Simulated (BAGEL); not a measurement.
# A workflow on CuSH (SMILES [SH][Cu])

Aim: energy and gradient (B3LYP/ANO-RCC-MB), then energy and gradient (B3LYP/ANO-RCC-VDZ), then energy and forces (B3LYP/ANO-RCC-VDZP), then energy and gradient (B3LYP/ANO-RCC-VTZP), then energy and forces (B3LYP/ANO-RCC-VQZP) of CuSH. 

Program for the calculation: BAGEL 1.2.2.

3 further runs of the same task are left out: 3 set aside as unsound or not needed.

## (1) Starting point

The species is CuSH (3 atoms), meant as a singlet with charge 0. SMILES: `[SH][Cu]`. The coordinates come from a PBE0-D4/def2-TZVP relaxation.

Bond lengths: S1–Cu2 2.117 Å, S1–H3 1.346 Å. Angles: Cu2–S1–H3 93.6°.

## (2) Energy and gradient at B3LYP/ANO-RCC-MB (DKH2, density fitting with tzvpp-jkfit, property dipole) (run 1)

File input.json:

```json
{ "bagel": [

{
  "title": "molecule",
  "basis": "ano-rcc-mb.json",
  "df_basis": "tzvpp-jkfit",
  "angstrom": "true",
  "dkh": "true",
  "geometry": [
    { "atom": "S", "xyz": [   -0.511900,    0.570500,   -0.230300 ] },
    { "atom": "Cu", "xyz": [    1.309500,    0.076500,    0.729600 ] },
    { "atom": "H", "xyz": [   -0.808400,   -0.711800,   -0.512600 ] }
  ]
},
{
  "title": "force",
  "method": [
    { "title": "ks", "xc_func": "b3lyp" }
  ]
}

]}
```

The basis set ANO-RCC-MB is read from a file made from the Basis Set Exchange's data (not shown).

Launch:

```console
$ BAGEL_NUM_THREADS=1 BAGEL input.json > input.out
```

The log of the run:

```text
* using 1 threads per process

  ===============================================================
  ===============================================================

  *** Geometry ***

  { "atom" : "S", "xyz" : [     -0.967351,      1.078089,     -0.435204 ] },
  { "atom" : "Cu", "xyz" : [      2.474596,      0.144564,      1.378744 ] },
  { "atom" : "H", "xyz" : [     -1.527655,     -1.345107,     -0.968674 ] },

  Number of auxiliary basis functions:      410

[... 12 lines left out ...]
    * Removing 3794 points whose weight is below 1.00e-10
[... 13 lines left out ...]
    * SCF iteration converged.
[... 1 line left out ...]
    * Permanent dipole moment:
           (   -1.395138,     0.704863,    -0.705063) a.u.

  * Nuclear energy gradient

    o Atom   0
        x         -0.0008885149
        y         -0.0643902159
        z         -0.0064483845
    o Atom   1
        x         -0.0161630850
        y          0.0024614186
        z         -0.0087014071
    o Atom   2
        x          0.0170481715
        y          0.0619221262
        z          0.0151394648
  * Gradient computed with                              2.73

    * METHOD: FORCE                                4.04

  ===============================================================
```

Run time: 4.5 s. Hardware: 1 thread of Arm Neoverse V1, shared host; peak memory 0.28 GiB.

## (3) Energy and forces at B3LYP/ANO-RCC-VDZ (DKH2, density fitting with tzvpp-jkfit, property dipole) (run 2)

Edit input.json of step 2 so:

```diff
@@ -4,6 +4,6 @@
   "title": "molecule",
-  "basis": "ano-rcc-mb.json",
+  "basis": "ano-rcc-vdz.json",
   "df_basis": "tzvpp-jkfit",
-  "angstrom": "true",
-  "dkh": "true",
+  "angstrom": true,
+  "dkh": true,
   "geometry": [
@@ -17,3 +17,3 @@
   "method": [
-    { "title": "ks", "xc_func": "b3lyp" }
+    { "title": "ks", "xc_func": "b3lyp", "charge": 0 }
   ]
```

The basis set ANO-RCC-VDZ is read from a file made from the Basis Set Exchange's data (not shown).

Launch:

```console
$ BAGEL_NUM_THREADS=1 BAGEL input.json > input.out
```

The log of the run:

```text
* using 1 threads per process

  ===============================================================
  ===============================================================

  *** Geometry ***

  { "atom" : "S", "xyz" : [     -0.967351,      1.078089,     -0.435204 ] },
  { "atom" : "Cu", "xyz" : [      2.474596,      0.144564,      1.378744 ] },
  { "atom" : "H", "xyz" : [     -1.527655,     -1.345107,     -0.968674 ] },

  Number of auxiliary basis functions:      410

[... 12 lines left out ...]
    * Removing 3794 points whose weight is below 1.00e-10
[... 13 lines left out ...]
    * SCF iteration converged.
[... 1 line left out ...]
    * Permanent dipole moment:
           (   -1.280013,     0.732965,    -0.638903) a.u.

  * Nuclear energy gradient

    o Atom   0
        x          0.0019595371
        y         -0.0234875661
        z         -0.0010922525
    o Atom   1
        x         -0.0100016956
        y          0.0007545762
        z         -0.0054583536
    o Atom   2
        x          0.0080382781
        y          0.0227287019
        z          0.0065400273
  * Gradient computed with                              2.91

    * METHOD: FORCE                                5.02

  ===============================================================
```

Run time: 5.4 s. Hardware: 1 thread of Arm Neoverse V1, shared host; peak memory 0.34 GiB.

Runs 3 to 4 aren't shown in full; the table further down has their settings and results.

## (4) Energy and gradient at B3LYP/ANO-RCC-VQZP (DKH2, density fitting with qzvpp-jkfit, property dipole) (run 5)

File dft.json:

```json
{ "bagel" : [

{
  "title" : "molecule",
  "basis" : "ano-rcc-vqzp.json",
  "df_basis" : "qzvpp-jkfit",
  "angstrom" : true,
  "dkh" : true,
  "geometry" : [
    { "atom" : "S", "xyz" : [   -0.511900,    0.570500,   -0.230300 ] },
    { "atom" : "Cu", "xyz" : [    1.309500,    0.076500,    0.729600 ] },
    { "atom" : "H", "xyz" : [   -0.808400,   -0.711800,   -0.512600 ] }
  ]
},
{
  "title" : "force",
  "method" : [
    { "title" : "ks", "xc_func" : "b3lyp" }
  ]
}

]}
```

The basis set ANO-RCC-VQZP is read from a file made from the Basis Set Exchange's data (not shown).

Launch:

```console
$ BAGEL_NUM_THREADS=1 BAGEL dft.json > dft.out
```

The log of the run:

```text
* using 1 threads per process

  ===============================================================
  ===============================================================

  *** Geometry ***

  { "atom" : "S", "xyz" : [     -0.967351,      1.078089,     -0.435204 ] },
  { "atom" : "Cu", "xyz" : [      2.474596,      0.144564,      1.378744 ] },
  { "atom" : "H", "xyz" : [     -1.527655,     -1.345107,     -0.968674 ] },

  Number of auxiliary basis functions:      410

[... 12 lines left out ...]
    * Removing 3794 points whose weight is below 1.00e-10
[... 13 lines left out ...]
    * SCF iteration converged.
[... 1 line left out ...]
    * Permanent dipole moment:
           (   -1.186636,     0.520440,    -0.607010) a.u.

  * Nuclear energy gradient

    o Atom   0
        x         -0.0027795922
        y          0.0009188607
        z         -0.0014512064
    o Atom   1
        x          0.0023273575
        y         -0.0009430612
        z          0.0011915842
    o Atom   2
        x          0.0004490043
        y          0.0000213507
        z          0.0002498178
  * Gradient computed with                             14.54

    * METHOD: FORCE                               27.22

  ===============================================================
```

Wall time 28 s (1 thread of Arm Neoverse V1, shared host); peak memory 1 GiB.

## (5) Overview of the runs

| run | level | integral approximation | energy (Eh) | dipole moment (D) | largest force (eV/Å) | wall time |
| --- | --- | --- | --- | --- | --- | --- |
| 1 | B3LYP/ANO-RCC-MB (DKH2, density fitting with tzvpp-jkfit, property dipole) | tzvpp-jkfit | -2054.691520 | 4.36 | 3.393 | 4.5 s |
| 2 | B3LYP/ANO-RCC-VDZ (DKH2, density fitting with tzvpp-jkfit, property dipole) | tzvpp-jkfit | -2054.731544 | 4.09 | 1.285 | 5.4 s |
| 3 | B3LYP/ANO-RCC-VDZP (DKH2, density fitting with tzvpp-jkfit, property dipole) | tzvpp-jkfit | -2054.762667 | 3.74 | 0.448 | 8.4 s |
| 4 | B3LYP/ANO-RCC-VTZP (DKH2, density fitting with tzvpp-jkfit, property dipole) | tzvpp-jkfit | -2054.783275 | 3.64 | 0.125 | 18 s |
| 5 | B3LYP/ANO-RCC-VQZP (DKH2, density fitting with qzvpp-jkfit, property dipole) | qzvpp-jkfit | -2054.787158 | 3.64 | 0.168 | 28 s |

## (6) Outcome

| quantity | value |
| --- | --- |
| run 5, B3LYP/ANO-RCC-VQZP: total energy | -2054.78716 Eh |
| run 5, B3LYP/ANO-RCC-VQZP: dipole moment | 3.64 D |
| run 5, B3LYP/ANO-RCC-VQZP: largest force on an atom | 0.168 eV/Å |

**Reading.** The dipole moment (its size) runs from 3.64 D (B3LYP/ANO-RCC-VQZP) to 4.36 D (B3LYP/ANO-RCC-MB). In run 1 the basis is minimal, so the values are rough. All runs together took 65 s, the longest 28 s.
